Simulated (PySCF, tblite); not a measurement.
# C₅H₁₅AlO₂: geometry, infrared bands, NMR shifts and electronic excitations

What infrared bands, NMR shifts and electronic excitations should C₅H₁₅AlO₂ (`CC(C)OC[O+](C)[AlH3-]`) show?

The runs use tblite 0.8.0 and PySCF 2.14.0, with density-fitted response routines of our own; the level of theory stands in each step. All values are computed, except where a source is named. Atoms are numbered from 0 throughout.

## Step 1: The molecule as given

23 atoms, charge 0, multiplicity 1; geometry from: force field or distance geometry start.

Bonds of the start (Å): C0–C1 1.52, C1–C2 1.51, C1–O3 1.38, O3–C4 1.37, C4–O5 1.36, O5–C6 1.38, O5–Al7 1.85, C0–H8 1.12, C0–H9 1.11, C0–H10 1.10, C1–H11 1.12, C2–H12 1.11, C2–H13 1.10, C2–H14 1.13, C4–H15 1.12, C4–H16 1.13, C6–H17 1.09, C6–H18 1.13, C6–H19 1.12, Al7–H20 1.58, Al7–H21 1.61, Al7–H22 1.59.

## Step 2: Optimising the geometry with GFN2-xTB

Job settings and geometry (Å):

```
{"job": {"kind": "relax", "xc": "GFN2-xTB", "basis": "xTB"}, "charge": 0, "multiplicity": 1}
C     -2.763700    -0.858500    -0.445800
C     -1.514000    -0.298600     0.218900
C     -2.027100     0.786200     1.141200
O     -0.723100     0.304000    -0.739400
C      0.546600    -0.196600    -0.852800
O      1.349200    -0.120300     0.248500
C      1.587800     1.152000     0.734900
Al     3.005600    -0.781200    -0.254200
H     -3.089200    -0.111100    -1.208000
H     -3.538900    -0.887900     0.342600
H     -2.616900    -1.872000    -0.860800
H     -0.990800    -1.121500     0.775200
H     -1.462100     0.856700     2.091700
H     -3.107800     0.625200     1.303500
H     -1.869500     1.755000     0.587200
H      0.576300    -1.242900    -1.238400
H      1.066400     0.411500    -1.656900
H      0.707900     1.708500     1.052800
H      2.255700     1.085100     1.649200
H      2.115700     1.761300    -0.046900
H      3.861900     0.352800    -0.952600
H      2.793900    -1.961700    -1.322500
H      3.831300    -1.319100     0.988800
```

The run is started by

```bash
$ OMP_NUM_THREADS=1 python probes_run.py task.json out
```

This one command runs all jobs of the session in turn.

The program printed:

```text
step      E/eV     max force
  0    -749.51228    2.995
  1    -749.96013    2.207
  2    -750.14266    1.340
  3    -750.25976    0.712
  4    -750.35158    0.696
  5    -750.39782    0.540
  6    -750.42233    0.398
  7    -750.44586    0.372
  8    -750.46638    0.301
  9    -750.48315    0.280
 10    -750.49980    0.273
 11    -750.51719    0.312
 12    -750.53284    0.312
 13    -750.54575    0.228
 14    -750.55653    0.192
 15    -750.56592    0.190
 16    -750.57422    0.229
 17    -750.58215    0.243
 18    -750.59090    0.265
 19    -750.60109    0.295
 20    -750.61269    0.312
 21    -750.62456    0.307
 22    -750.63444    0.231
 23    -750.64236    0.233
 24    -750.64994    0.264
 25    -750.65797    0.227
 26    -750.66672    0.232
 27    -750.67557    0.250
 28    -750.68296    0.237
 29    -750.68787    0.160
 30    -750.69157    0.166
 31    -750.69554    0.165
 32    -750.70044    0.242
 33    -750.70690    0.326
 34    -750.71470    0.229
 35    -750.72324    0.291
 36    -750.73163    0.292
 37    -750.74024    0.231
 38    -750.74582    0.237
 39    -750.75349    0.195
 40    -750.76014    0.222
 41    -750.76674    0.214
 42    -750.77243    0.198
 43    -750.77917    0.247
 44    -750.78755    0.303
 45    -750.79994    0.271
 46    -750.81154    0.209
 47    -750.82074    0.219
 48    -750.82767    0.218
 49    -750.83291    0.220
 50    -750.83788    0.148
 51    -750.84299    0.135
 52    -750.84829    0.187
 53    -750.85261    0.216
 54    -750.85742    0.197
 55    -750.86227    0.175
 56    -750.86820    0.184
 57    -750.87439    0.185
 58    -750.88010    0.153
 59    -750.88512    0.160
 60    -750.89004    0.134
 61    -750.89412    0.202
 62    -750.89890    0.168
 63    -750.90326    0.142
 64    -750.91005    0.139
 65    -750.91407    0.160
 66    -750.91974    0.128
 67    -750.92342    0.124
 68    -750.92741    0.163
 69    -750.93160    0.183
 70    -750.93575    0.194
 71    -750.94022    0.162
 72    -750.94460    0.149
 73    -750.94905    0.132
 74    -750.95351    0.122
 75    -750.95812    0.145
 76    -750.96183    0.140
 77    -750.96516    0.196
 78    -750.96859    0.179
 79    -750.97297    0.131
 80    -750.97707    0.101
 81    -750.97934    0.103
 82    -750.98188    0.100
 83    -750.98437    0.120
 84    -750.98770    0.135
 85    -750.99238    0.156
 86    -750.99939    0.213
 87    -751.00807    0.234
 88    -751.01683    0.209
 89    -751.02411    0.184
 90    -751.02968    0.189
 91    -751.03459    0.177
 92    -751.03946    0.193
 93    -751.04391    0.144
 94    -751.04844    0.130
 95    -751.04992    0.163
 96    -751.05251    0.103
 97    -751.05478    0.083
 98    -751.05647    0.089
 99    -751.05839    0.086
100    -751.05966    0.073
101    -751.06050    0.076
102    -751.06118    0.064
103    -751.06191    0.053
104    -751.06273    0.060
105    -751.06361    0.070
106    -751.06449    0.060
107    -751.06529    0.060
108    -751.06597    0.051
109    -751.06661    0.054
110    -751.06731    0.057
111    -751.06806    0.045
112    -751.06872    0.056
113    -751.06919    0.057
114    -751.06960    0.047
115    -751.07015    0.055
116    -751.07093    0.056
117    -751.07182    0.068
118    -751.07256    0.062
119    -751.07313    0.057
120    -751.07356    0.055
121    -751.07410    0.055
122    -751.07466    0.059
123    -751.07512    0.038
124    -751.07545    0.035
125    -751.07569    0.031
126    -751.07588    0.029
127    -751.07603    0.028
128    -751.07618    0.033
129    -751.07636    0.030
130    -751.07657    0.031
131    -751.07679    0.030
132    -751.07697    0.032
133    -751.07712    0.026
134    -751.07722    0.020
135    -751.07730    0.018
136    -751.07737    0.018
137    -751.07744    0.021
138    -751.07752    0.018
139    -751.07760    0.020
140    -751.07766    0.017
141    -751.07772    0.015
142    -751.07779    0.018
143    -751.07786    0.019
144    -751.07791    0.014
145    -751.07796    0.014
146    -751.07801    0.015
147    -751.07807    0.016
148    -751.07813    0.016
149    -751.07819    0.016
150    -751.07824    0.015
151    -751.07829    0.015
152    -751.07834    0.015
153    -751.07838    0.015
154    -751.07842    0.014
155    -751.07845    0.012
156    -751.07848    0.013
157    -751.07851    0.012
158    -751.07852    0.010
```

Wall time 1.4 s (1 thread of Arm Neoverse V1, shared host); peak memory 0.18 GiB.

Relaxation path: (not every step is listed)

| step | energy from step 0 (eV) | largest force (eV/Å) |
| --- | --- | --- |
| 0 | 0.0000 | 2.9947 |
| 1 | -0.4479 | 2.2067 |
| 2 | -0.6304 | 1.3402 |
| 3 | -0.7475 | 0.7121 |
| 4 | -0.8393 | 0.6957 |
| 5 | -0.8855 | 0.5398 |
| 6 | -0.9100 | 0.3979 |
| 7 | -0.9336 | 0.3719 |
| 8 | -0.9541 | 0.3007 |
| 22 | -1.1222 | 0.2305 |
| 36 | -1.2193 | 0.2921 |
| 50 | -1.3256 | 0.1483 |
| 64 | -1.3978 | 0.1393 |
| 78 | -1.4563 | 0.1791 |
| 92 | -1.5272 | 0.1929 |
| 106 | -1.5522 | 0.0604 |
| 120 | -1.5613 | 0.0549 |
| 134 | -1.5649 | 0.0201 |
| 148 | -1.5658 | 0.0157 |
| 153 | -1.5661 | 0.0150 |
| 154 | -1.5661 | 0.0141 |
| 155 | -1.5662 | 0.0117 |
| 156 | -1.5662 | 0.0133 |
| 157 | -1.5662 | 0.0116 |
| 158 | -1.5662 | 0.0096 |

Distances of close pairs at the start and the end, largest changes first:

| bond | before (Å) | after (Å) | change (Å) |
| --- | --- | --- | --- |
| C1–O3 | 1.381 | 1.441 | +0.060 |
| C4–O5 | 1.365 | 1.416 | +0.051 |
| C6–H18 | 1.134 | 1.090 | -0.044 |
| C2–H14 | 1.127 | 1.087 | -0.040 |
| C4–H16 | 1.134 | 1.098 | -0.036 |
| O5–Al7 | 1.853 | 1.887 | +0.034 |
| O5–C6 | 1.383 | 1.415 | +0.033 |
| C6–H19 | 1.123 | 1.093 | -0.030 |

The next job starts from the end point, and lists it.

## Step 3: Vibrational analysis with GFN2-xTB

Job settings and geometry (Å):

```
{"job": {"kind": "ir", "xc": "GFN2-xTB", "basis": "xTB"}, "charge": 0, "multiplicity": 1}
C     -2.207589    -1.056187    -0.546752
C     -1.270688    -0.203822     0.303082
C     -2.007268     0.453320     1.462375
O     -0.697553     0.860619    -0.480373
C      0.401296     0.510169    -1.223486
O      1.553433     0.320327    -0.422313
C      2.052523     1.498587     0.182734
Al     2.207260    -1.313923     0.258057
H     -2.988457    -0.432833    -0.976398
H     -2.662966    -1.824202     0.071327
H     -1.665590    -1.545081    -1.352467
H     -0.451271    -0.833546     0.691330
H     -1.318411     1.044223     2.059748
H     -2.457725    -0.306356     2.093861
H     -2.785695     1.107865     1.078400
H      0.277557    -0.442343    -1.754614
H      0.579287     1.326282    -1.936260
H      1.255100     2.021149     0.714410
H      2.819945     1.175410     0.886562
H      2.491450     2.154843    -0.573346
H      3.720990    -1.040792    -0.081209
H      1.365440    -2.269504    -0.674134
H      1.784179    -1.177222     1.775421
```

The program printed:

```text
mode    cm-1     km/mol
  1      39.8      0.87
  2      68.3      4.50
  3      87.3      2.23
  4     157.9      2.01
  5     165.5      0.33
  6     174.1      4.41
  7     189.3      0.51
  8     194.4      0.69
  9     214.0      2.99
 10     243.5      0.77
 11     306.9      1.67
 12     339.2      1.80
 13     397.4      5.58
 14     443.1      5.24
 15     475.5      8.29
 16     494.8     24.07
 17     515.3     19.00
 18     622.7      6.38
 19     765.2    319.57
 20     787.1    276.63
 21     792.6    744.46
 22     832.1     31.06
 23     892.6     42.10
 24     941.0     11.55
 25     942.2      2.03
 26     969.8      2.34
 27    1023.3     70.96
 28    1071.2    128.77
 29    1108.6     98.61
 30    1125.0     17.28
 31    1135.3     14.50
 32    1146.8     12.77
 33    1171.9     33.31
 34    1193.3     48.71
 35    1265.2      1.20
 36    1306.0     10.89
 37    1319.2      9.28
 38    1327.8     15.25
 39    1384.4      7.99
 40    1393.7     16.66
 41    1405.8      9.43
 42    1427.8      5.42
 43    1443.0      7.12
 44    1464.9      4.89
 45    1472.9      2.00
 46    1481.0      1.07
 47    1486.3      1.61
 48    1494.1      6.19
 49    1618.7    415.14
 50    1630.5    283.77
 51    1654.0    240.75
 52    2817.8     48.42
 53    2912.4     14.71
 54    2920.1     34.65
 55    2964.7     22.14
 56    2985.2     10.08
 57    2999.6      4.72
 58    3038.6     12.05
 59    3042.3     16.98
 60    3046.0     42.38
 61    3049.4     18.51
 62    3054.6      3.22
 63    3059.2     36.02
```

It took 0.98 s on 1 thread of Arm Neoverse V1, shared host; peak memory 0.18 GiB.

Which atoms move in the most intense modes:

| cm⁻¹ | km/mol | atoms |
| --- | --- | --- |
| 765 | 319.6 | H21 53 %, H22 30 % |
| 787 | 276.6 | H20 54 %, H22 36 % |
| 793 | 744.5 | H21 37 %, H22 26 %, H20 26 % |
| 1071 | 128.8 | C4 24 %, O5 18 %, O3 16 %, C6 11 % |
| 1109 | 98.6 | O3 33 %, C4 27 %, O5 14 % |
| 1619 | 415.1 | H22 82 %, H21 10 % |
| 1630 | 283.8 | H21 86 %, H22 10 % |
| 1654 | 240.8 | H20 93 % |

## Step 4: Optimising the geometry at PBE0-D3(BJ)/def2-SVP

Job settings and geometry (Å):

```
{"job": {"xc": "PBE0", "basis": "def2-SVP", "d3": "d3bj", "grid": 1, "shake": 0.01, "kind": "geom"}, "charge": 0, "multiplicity": 1}
C     -2.187180    -1.081740    -0.542570
C     -1.276370    -0.208350     0.300930
C     -2.027470     0.451000     1.453720
O     -0.664320     0.862880    -0.483900
C      0.398480     0.503490    -1.234040
O      1.549520     0.325150    -0.424700
C      2.062100     1.496590     0.182980
Al     2.222720    -1.308470     0.253000
H     -2.990290    -0.427430    -0.957050
H     -2.665660    -1.826640     0.081350
H     -1.674450    -1.548000    -1.343640
H     -0.445470    -0.832630     0.698030
H     -1.346690     1.054440     2.050150
H     -2.474410    -0.303590     2.100870
H     -2.790140     1.097100     1.078660
H      0.277030    -0.428290    -1.747140
H      0.581230     1.337400    -1.938320
H      1.245840     2.026990     0.720240
H      2.817800     1.167580     0.888850
H      2.466510     2.161740    -0.568430
H      3.704600    -1.040180    -0.090850
H      1.373010    -2.289850    -0.683280
H      1.791270    -1.165660     1.753840
```

The program printed:

```text
step   0  E = -591.56992919  max force = 0.036951
step   1  E = -591.57899780  max force = 0.006563
step   2  E = -591.57955443  max force = 0.004298
step   3  E = -591.57966883  max force = 0.003393
step   4  E = -591.57972879  max force = 0.001030
step   5  E = -591.57975535  max force = 0.000728
step   6  E = -591.57976953  max force = 0.000285
optimisation converged
```

Wall time 2.3 min (1 thread of Arm Neoverse V1, shared host); peak memory 0.81 GiB.

Relaxation path:

| step | energy from step 0 (eV) | largest force component (eV/Å) |
| --- | --- | --- |
| 0 | 0.0000 | 1.9001 |
| 1 | -0.2468 | 0.3375 |
| 2 | -0.2619 | 0.2210 |
| 3 | -0.2650 | 0.1745 |
| 4 | -0.2667 | 0.0530 |
| 5 | -0.2674 | 0.0374 |
| 6 | -0.2678 | 0.0147 |

Distances of close pairs at the start and the end, largest changes first:

| bond | before (Å) | after (Å) | change (Å) |
| --- | --- | --- | --- |
| O5–Al7 | 1.892 | 1.989 | +0.097 |
| Al7–H20 | 1.545 | 1.604 | +0.059 |
| C0–H10 | 1.059 | 1.101 | +0.042 |
| Al7–H22 | 1.568 | 1.609 | +0.041 |
| C2–H14 | 1.068 | 1.101 | +0.034 |
| C4–H15 | 1.071 | 1.102 | +0.031 |
| C1–O3 | 1.462 | 1.437 | -0.025 |
| C4–O5 | 1.418 | 1.438 | +0.019 |

The final coordinates are the input of the step that follows.

| at the end point | value |
| --- | --- |
| point group (found at 0.08 Å tolerance) | C1 |
| rotational constants (GHz, main isotopes) | 2.266, 0.990, 0.881 |
| dipole moment (D) | 4.21 |

## Step 5: NMR shieldings: PBE0/pcSseg-1

Job settings and geometry (Å):

```
{"job": {"kind": "nmr", "xc": "PBE0", "basis": "pcSseg-1"}, "charge": 0, "multiplicity": 1}
C     -2.245936    -1.029832    -0.443352
C     -1.290922    -0.170369     0.361984
C     -1.963264     0.557031     1.504059
O     -0.705915     0.841094    -0.475074
C      0.343856     0.445208    -1.243571
O      1.558032     0.323776    -0.483604
C      2.027115     1.540652     0.088902
Al     2.284666    -1.404325     0.181247
H     -3.053483    -0.412983    -0.866466
H     -2.694606    -1.803684     0.196628
H     -1.731457    -1.547751    -1.267242
H     -0.480423    -0.801325     0.770864
H     -1.231386     1.148385     2.072656
H     -2.436491    -0.159045     2.191061
H     -2.738246     1.238697     1.120305
H      0.220079    -0.549347    -1.701681
H      0.510009     1.214533    -2.013248
H      1.227188     2.007161     0.679827
H      2.878650     1.293132     0.734323
H      2.356534     2.221594    -0.711267
H      3.847939    -1.197234    -0.110973
H      1.431139    -2.372909    -0.776008
H      1.828387    -1.330423     1.722839
```

With the program's defaults for keys left out, this is: GIAO PBE0/pcSseg-1 NMR shielding, non-relativistic, gas phase.

The program printed:

```text
coarse grid: 18528 points
cycle   1  E = -591.6862092504  dE =  5.765e-01  |g| = 6.801e-01  |ddm| = 3.911e+00
cycle   2  E = -591.6352783476  dE =  5.093e-02  |g| = 8.839e-01  |ddm| = 1.012e+00
cycle   3  E = -591.7748585684  dE = -1.396e-01  |g| = 8.969e-02  |ddm| = 6.207e-01
cycle   4  E = -591.7761038347  dE = -1.245e-03  |g| = 3.688e-02  |ddm| = 8.244e-02
cycle   5  E = -591.7763904178  dE = -2.866e-04  |g| = 8.536e-03  |ddm| = 3.089e-02
cycle   6  E = -591.7764002403  dE = -9.823e-06  |g| = 4.221e-03  |ddm| = 6.891e-03
cycle   7  E = -591.7764033760  dE = -3.136e-06  |g| = 4.313e-04  |ddm| = 2.710e-03
final grid: 170928 points
cycle   8  E = -591.8458152120  dE = -4.108e-05  |g| = 1.459e-02  |ddm| = 3.141e-02
cycle   9  E = -591.8457818522  dE =  3.336e-05  |g| = 2.018e-02  |ddm| = 1.951e-02
cycle  10  E = -591.8458550977  dE = -7.325e-05  |g| = 1.370e-03  |ddm| = 1.148e-02
cycle  11  E = -591.8458555188  dE = -4.211e-07  |g| = 1.611e-04  |ddm| = 1.256e-03
cycle  12  E = -591.8458555234  dE = -4.670e-09  |g| = 7.811e-05  |ddm| = 1.899e-04
cycle  13  E = -591.8458555244  dE = -9.998e-10  |g| = 3.066e-05  |ddm| = 6.437e-05
converged SCF energy = -591.8458555244

GIAO shielding tensors (ppm)
atom      isotropic    diamagn.    paramagn.     s11        s22        s33       span
  0 C      164.589     248.063     -83.474    146.434    161.200    186.132     39.698
  1 C      114.645     246.370    -131.726     81.862    102.522    159.550     77.688
  2 C      160.375     247.829     -87.454    143.144    153.767    184.215     41.071
  3 O      235.715     401.241    -165.525    196.987    233.251    276.908     79.921
  4 C       88.497     245.923    -157.425     59.959     88.878    116.655     56.696
  5 O      284.700     403.449    -118.748    230.072    281.958    342.071    111.999
  6 C      129.644     246.076    -116.432     94.739    112.289    181.905     87.166
  7 Al     402.918     795.679    -392.761    375.144    398.248    435.364     60.220
  8 H       30.413      29.710       0.703     27.006     28.110     36.122      9.116
  9 H       30.359      29.411       0.948     26.374     27.681     37.022     10.648
 10 H       29.598      31.122      -1.524     24.692     29.154     34.948     10.256
 11 H       27.181      35.449      -8.268     23.356     27.609     30.578      7.222
 12 H       29.849      31.146      -1.296     25.265     28.783     35.499     10.234
 13 H       30.237      29.315       0.922     26.234     27.705     36.770     10.536
 14 H       30.051      29.870       0.182     26.939     27.907     35.307      8.368
 15 H       25.917      32.739      -6.822     21.625     27.385     28.741      7.116
 16 H       26.873      31.109      -4.236     21.539     27.091     31.989     10.450
 17 H       27.352      31.558      -4.206     22.244     27.411     32.401     10.156
 18 H       27.416      29.286      -1.870     23.057     26.056     33.135     10.078
 19 H       28.248      28.751      -0.503     24.241     25.279     35.225     10.984
 20 H       26.956      29.644      -2.689     23.534     25.654     31.679      8.145
 21 H       27.122      31.010      -3.888     23.879     27.109     30.377      6.498
 22 H       26.987      31.134      -4.147     24.019     26.698     30.244      6.225
```

It took 39 s on 1 thread of Arm Neoverse V1, shared host; peak memory 1 GiB.

The references, computed at this level on geometries of the same kind, shield at (ppm): 1H TMS 31.27, 13C TMS 184.4, 17O H2O 334.6, 27Al AlH4- 489.3. Their shielding less the atom's gives the shift. The references are single molecules in the gas phase, so shifts against H2O, NH3, PH3, H3PO4 or CFCl3 are not on the usual liquid scales and can be off by tens of ppm. Shifts against hydride references such as AlH4− lie on their own scale. Atoms listed in one row are averaged.

| atoms | environment | σ (ppm) | δ (ppm) |
| --- | --- | --- | --- |
| C4 | sp3 CH2 bonded to 2 O | 88.5 | 95.9 |
| C1 | sp3 CH bonded to O | 114.6 | 69.8 |
| C6 | methyl carbon bonded to O | 129.6 | 54.8 |
| C0, C2 | methyl carbon | 162.5 | 21.9 |
| H15, H16 | hydrogen on an sp3 CH2 bonded to 2 O | 26.39 | 4.87 |
| H20, H21, H22 | hydrogen on an aluminium bonded to O | 27.02 | 4.25 |
| H11 | hydrogen on an sp3 CH bonded to O | 27.18 | 4.09 |
| H17, H18, H19 | hydrogen on a methyl carbon bonded to O | 27.67 | 3.59 |
| H8, H9, H10, H12, H13, H14 | hydrogen on a methyl carbon | 30.08 | 1.18 |
| O3 | ether oxygen | 235.7 | 98.8 |
| O5 | donor oxygen of a Lewis adduct | 284.7 | 49.9 |
| Al7 | aluminium bonded to O, 3 H | 402.9 | 86.4 |

Charges from the same density, by scheme (e):

| atoms | Mulliken | IAO | Hirshfeld | ESP fit |
| --- | --- | --- | --- | --- |
| C0, C2 | -0.23 | -0.42 | -0.12 | -0.63 |
| C1 | -0.13 | 0.10 | 0.05 | 0.75 |
| O3 | -0.50 | -0.39 | -0.12 | -0.43 |
| C4 | 0.35 | 0.13 | 0.09 | 0.03 |
| O5 | -0.66 | -0.34 | -0.06 | -0.23 |
| C6 | -0.03 | -0.21 | -0.01 | -0.17 |
| Al7 | 0.71 | 0.44 | 0.30 | 0.71 |

Mayer bond orders: C0–C1 1.05, C1–C2 1.06, C1–O3 0.82, O3–C4 1.05, C4–O5 0.79, O5–C6 0.83, O5–Al7 0.26.

[end of part 1 of 2]
